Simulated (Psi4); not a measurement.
# triplet [AlF4]− at 3 levels

Wanted: a comparison of 3 runs (U-r2SCAN/6-311+G**, U-revPBE/6-311+G**, UBLYP/6-311+G**) of triplet [AlF4]−. 

The calculation is run with Psi4 1.11.

2 further runs of the same task are left out: 2 set aside as unsound or not needed.

## 1. The system as given

[AlF4]− has 5 atoms, charge -1, and is taken as a triplet. SMILES of the parent species: `[F][Al-]([F])([F])[F]`. Geometry: relaxed at PBE0-D4/def2-TZVPD. That shape belongs to the parent species and isn't relaxed for this state.

Bond lengths: F1–Al2 1.689 Å, Al2–F3 1.689 Å, Al2–F4 1.689 Å, Al2–F5 1.689 Å. Angles: F1–Al2–F3 109.5°, F1–Al2–F4 109.5°, F1–Al2–F5 109.5°, F3–Al2–F4 109.5°, F3–Al2–F5 109.5°, F4–Al2–F5 109.5°.

## 2. A single-point energy at U-r2SCAN/6-311+G(d,p) (run 1)

The input, calc.in:

```
memory 2200 mb

molecule mol {
  -1 3
  F     -0.101500    -0.294000     1.660000
  Al     0.000000     0.000000     0.000000
  F     -1.343000     0.895800    -0.496200
  F      0.034500    -1.469900    -0.831000
  F      1.409900     0.868100    -0.332800
  symmetry c1
  no_reorient
  no_com
}

set {
  basis 6-311+G**
  reference uks
  puream true
  e_convergence 1e-09
  d_convergence 1e-08
  scf_type pk
  dft_radial_points 99
  dft_spherical_points 590
  maxiter 100
}

result, w = energy("r2scan", return_wfn=True)
oeprop(w, "DIPOLE", "WIBERG_LOWDIN_INDICES", "MULLIKEN_CHARGES")
```

The run is started by

```sh
$ psi4 -n 1 calc.in calc.out
```

calc.out:

```text
[...]
  Running in c1 symmetry.
[...]
  Nuclear repulsion =  239.890506033856099
[...]
  Multiplicity = 3
[...]
  Nalpha       = 26
  Nbeta        = 24
[...]
    Number of basis functions: 118
[...]
   @UKS iter   1:  -641.58253734644370   -5.73649e-01   7.25869e-03 ADIIS/DIIS
[...]
   @UKS iter  55:  -641.86606799670051   -3.41061e-12   6.36987e-09 DIIS
[...]
   @S^2 Observed:                2.002953504E+00
[...]
  @UKS Final Energy:  -641.86606799670051
   => Energetics <=
    Nuclear Repulsion Energy =            239.8905060338560986
    One-Electron Energy =               -1380.9953993350495693
    Two-Electron Energy =                 559.7903473938047227
    DFT Exchange-Correlation Energy =     -60.5515220893117885
    Empirical Dispersion Energy =           0.0000000000000000
    VV10 Nonlocal Energy =                  0.0000000000000000
    Total Energy =                       -641.8660679967005080
[...]
 Multipole Moments:
 ------------------------------------------------------------------------------------
     Multipole            Electronic (a.u.)      Nuclear  (a.u.)        Total (a.u.)
 ------------------------------------------------------------------------------------
 L = 1.  Multiply by 2.5417464519 to convert [e a0] to [Debye]
 Dipole X            :          0.0018167           -0.0017008            0.0001159
 Dipole Y            :          0.0004116            0.0000000            0.0004116
 Dipole Z            :         -0.0000599           -0.0000000           -0.0000599
 Magnitude           :                                                    0.0004318
[...]
  Mulliken Charges: (a.u.)
   Center  Symbol    Alpha    Beta     Spin     Total
       1     F     4.84632  4.41932  0.42700 -0.26563
       2    AL     6.61473  6.32271  0.29202  0.06256
       3     F     4.84633  4.41932  0.42701 -0.26565
       4     F     4.84631  4.41931  0.42700 -0.26562
       5     F     4.84631  4.41935  0.42696 -0.26566
   Total alpha = 26.00000, Total beta = 24.00000, Total charge = -1.00000
  Wiberg Bond Indices using Orthogonal Lowdin Orbitals:
  Total Bond Index:
[...]
```

It took 2.1 min on 1 thread of Intel Xeon 6975P-C (Granite Rapids), shared host; peak memory 0.68 GiB.

## 3. The energy at U-revPBE/6-311+G(d,p) (run 2)

The input, run.py:

```python
import psi4

psi4.set_memory('2200 MB')
psi4.set_num_threads(1)
psi4.set_output_file('psi4.out', False)

geom = psi4.geometry("""
-1 3
F
Al 1 1.688887
F 2 1.688882 1 109.4705
F 2 1.688892 3 109.47011 1 119.99963
F 2 1.688837 3 109.47053 4 120.00065
units angstrom
symmetry c1
no_reorient
no_com
""")

options = {'basis': '6-311+G**', 'reference': 'uks', 'puream': True, 'e_convergence': 1e-09, 'd_convergence': 1e-08, 'scf_type': 'pk', 'dft_radial_points': 99, 'dft_spherical_points': 590, 'maxiter': 100}
psi4.set_options(options)

e, wfn = psi4.energy('revpbe', return_wfn=True)
psi4.oeprop(wfn, 'MULLIKEN_CHARGES', 'MAYER_INDICES', 'DIPOLE', title='REVPBE')
print(f'total energy {e:.8f} hartree = {e * 27.211386:.5f} eV')
for k, v in sorted(psi4.core.scalar_variables().items()):
    print(f'{k:45s} {v:18.10f}')
```

The run is started by

```sh
$ python run.py
```

psi4.out:

```text
[...]
  Running in c1 symmetry.
[...]
  Nuclear repulsion =  239.890503312366150
[...]
  Multiplicity = 3
[...]
  Nalpha       = 26
  Nbeta        = 24
[...]
    Number of basis functions: 118
[...]
   @UKS iter   1:  -641.56321624544830   -4.73137e-01   7.58236e-03 DIIS/ADIIS
[...]
   @UKS iter  34:  -641.86804633103702   -1.47793e-12   5.05773e-09 DIIS
[...]
   @S^2 Observed:                2.001412993E+00
[...]
  @UKS Final Energy:  -641.86804633103702
   => Energetics <=
    Nuclear Repulsion Energy =            239.8905033123661497
    One-Electron Energy =               -1380.8513937781674485
    Two-Electron Energy =                 559.6145594182803507
    DFT Exchange-Correlation Energy =     -60.5217152835161798
    Empirical Dispersion Energy =           0.0000000000000000
    VV10 Nonlocal Energy =                  0.0000000000000000
    Total Energy =                       -641.8680463310370214
[...]
 Multipole Moments:
 ------------------------------------------------------------------------------------
     Multipole            Electronic (a.u.)      Nuclear  (a.u.)        Total (a.u.)
 ------------------------------------------------------------------------------------
 L = 1.  Multiply by 2.5417464519 to convert [e a0] to [Debye]
 Dipole X            :          0.0000202            0.0000038            0.0000240
 Dipole Y            :         -0.0000767            0.0000066           -0.0000700
 Dipole Z            :          0.0001292            0.0000005            0.0001297
 Magnitude           :                                                    0.0001493
[...]
  Mulliken Charges: (a.u.)
   Center  Symbol    Alpha    Beta     Spin     Total
       1     F     4.88834  4.41473  0.47361 -0.30307
       2    AL     6.44664  6.34107  0.10557  0.21230
       3     F     4.88835  4.41473  0.47363 -0.30308
       4     F     4.88834  4.41473  0.47361 -0.30307
       5     F     4.88833  4.41474  0.47359 -0.30307
   Total alpha = 26.00000, Total beta = 24.00000, Total charge = -1.00000
  Mayer Bond Indices:
  Total Bond Index:
[...]
```

Standard output:

```text
total energy -641.86804633 hartree = -17466.11917 eV
CURRENT ENERGY                                   -641.8680463310
CURRENT REFERENCE ENERGY                         -641.8680463310
DD SOLVATION ENERGY                                 0.0000000000
DFT FUNCTIONAL TOTAL ENERGY                      -641.8680463310
DFT TOTAL ENERGY                                 -641.8680463310
DFT VV10 ENERGY                                     0.0000000000
DFT XC ENERGY                                     -60.5217152835
GRID ELECTRONS ALPHA                               26.0000007643
GRID ELECTRONS BETA                                24.0000006098
GRID ELECTRONS TOTAL                               50.0000013741
NUCLEAR REPULSION ENERGY                          239.8905033124
ONE-ELECTRON ENERGY                             -1380.8513937782
PCM POLARIZATION ENERGY                             0.0000000000
PE ENERGY                                           0.0000000000
SCF ITERATION ENERGY                             -641.8680463310
SCF ITERATIONS                                     34.0000000000
SCF TOTAL ENERGY                                 -641.8680463310
TWO-ELECTRON ENERGY                               559.6145594183
XC GRID RADIAL POINTS                              99.0000000000
XC GRID SPHERICAL POINTS                          590.0000000000
XC GRID TOTAL POINTS                           283619.0000000000
```

Wall time 40 s (1 thread of Intel Xeon 6975P-C (Granite Rapids), shared host); peak memory 0.68 GiB.

## 4. A single-point energy at UBLYP/6-311+G(d,p) (run 3)

The input, run.py:

```python
import psi4

psi4.set_memory(2200000000)
psi4.set_num_threads(1)
psi4.core.set_output_file('run.log', False)

mol = psi4.geometry("""
-1 3
F     -0.19180720    -0.55557948     3.13694537
Al     0.00000000     0.00000000     0.00000000
F     -2.53790219     1.69281666    -0.93768210
F      0.06519555    -2.77770843    -1.57036241
F      2.66432486     1.64047125    -0.62890085
units au
symmetry c1
no_reorient
no_com
""")

options = {'basis': '6-311+G**', 'reference': 'uks', 'puream': True, 'e_convergence': 1e-09, 'd_convergence': 1e-08, 'scf_type': 'pk', 'dft_radial_points': 99, 'dft_spherical_points': 590, 'maxiter': 100}
psi4.set_options(options)

energy_value = psi4.energy("BLYP")
print('E =', round(energy_value, 9))
for k, v in sorted(psi4.core.scalar_variables().items()):
    print(f'{k:45s} {v:18.10f}')
```

The run is started by

```sh
$ python run.py
```

run.log:

```text
[...]
  Running in c1 symmetry.
[...]
  Nuclear repulsion =  239.890506116722207
[...]
  Multiplicity = 3
[...]
  Nalpha       = 26
  Nbeta        = 24
[...]
    Number of basis functions: 118
[...]
   @UKS iter   1:  -641.72846088501899   -4.48838e-01   8.06049e-03 DIIS/ADIIS
[...]
   @UKS iter  55:  -642.05691016552328   -4.54747e-13   1.40899e-09 DIIS
[...]
   @S^2 Observed:                2.001748219E+00
[...]
    Orbital Energies [Eh]
    ---------------------
    Alpha Occupied:
       1A    -55.311139     2A    -24.153633     3A    -24.153621
       4A    -24.153619     5A    -24.153617     6A     -3.823333
       7A     -2.432662     8A     -2.432662     9A     -2.432517
      10A     -0.951952    11A     -0.936642    12A     -0.936641
      13A     -0.936577    14A     -0.322969    15A     -0.283294
      16A     -0.283294    17A     -0.278389    18A     -0.265209
      19A     -0.252794    20A     -0.252793    21A     -0.244784
      22A     -0.240469    23A     -0.239576    24A     -0.221060
      25A     -0.221060    26A      0.082165
    Alpha Virtual:
[...]
  @UKS Final Energy:  -642.05691016552328
   => Energetics <=
    Nuclear Repulsion Energy =            239.8905061167222073
    One-Electron Energy =               -1381.1179079705500499
    Two-Electron Energy =                 559.8939817832338122
    DFT Exchange-Correlation Energy =     -60.7234900949292324
    Empirical Dispersion Energy =           0.0000000000000000
    VV10 Nonlocal Energy =                  0.0000000000000000
    Total Energy =                       -642.0569101655232771
[...]
 Multipole Moments:
 ------------------------------------------------------------------------------------
     Multipole            Electronic (a.u.)      Nuclear  (a.u.)        Total (a.u.)
 ------------------------------------------------------------------------------------
 L = 1.  Multiply by 2.5417464519 to convert [e a0] to [Debye]
 Dipole X            :          0.0016995           -0.0017008           -0.0000013
 Dipole Y            :          0.0000767            0.0000000            0.0000767
 Dipole Z            :         -0.0000391            0.0000001           -0.0000390
 Magnitude           :                                                    0.0000861
[...]
```

Standard output:

```text
E = -642.056910166
CURRENT ENERGY                                   -642.0569101655
CURRENT REFERENCE ENERGY                         -642.0569101655
DD SOLVATION ENERGY                                 0.0000000000
DFT FUNCTIONAL TOTAL ENERGY                      -642.0569101655
DFT TOTAL ENERGY                                 -642.0569101655
DFT VV10 ENERGY                                     0.0000000000
DFT XC ENERGY                                     -60.7234900949
GRID ELECTRONS ALPHA                               26.0000011578
GRID ELECTRONS BETA                                24.0000006860
GRID ELECTRONS TOTAL                               50.0000018439
NUCLEAR REPULSION ENERGY                          239.8905061167
ONE-ELECTRON ENERGY                             -1381.1179079706
PCM POLARIZATION ENERGY                             0.0000000000
PE ENERGY                                           0.0000000000
SCF ITERATION ENERGY                             -642.0569101655
SCF ITERATIONS                                     55.0000000000
SCF TOTAL ENERGY                                 -642.0569101655
TWO-ELECTRON ENERGY                               559.8939817832
XC GRID RADIAL POINTS                              99.0000000000
XC GRID SPHERICAL POINTS                          590.0000000000
XC GRID TOTAL POINTS                           283634.0000000000
```

Run time: 55 s. Hardware: 1 thread of Intel Xeon 6975P-C (Granite Rapids), shared host; peak memory 0.68 GiB.

## 5. The series

| run | level | energy (Eh) | HOMO energy (eV) | ⟨S²⟩ | wall time |
| --- | --- | --- | --- | --- | --- |
| 1 | U-r2SCAN/6-311+G** | -641.866068 | 2.13 | 2.003 | 2.1 min |
| 2 | U-revPBE/6-311+G** | -641.868046 | 2.15 | 2.001 | 40 s |
| 3 | UBLYP/6-311+G** | -642.056910 | 2.24 | 2.002 | 55 s |

## 6. Summary of results

```
                                 quantity          value
                      run 3: total energy  -642.05691 Eh
run 3: HOMO energy (highest over α and β)        2.24 eV
                              run 3: ⟨S²⟩          2.002
```

Totals of different functionals can't be ranked against each other. In runs 1, 2, 3 the HOMO lies above zero, so the outermost electron may be held by the basis alone. All runs together took 3.7 min, the longest 2.1 min.
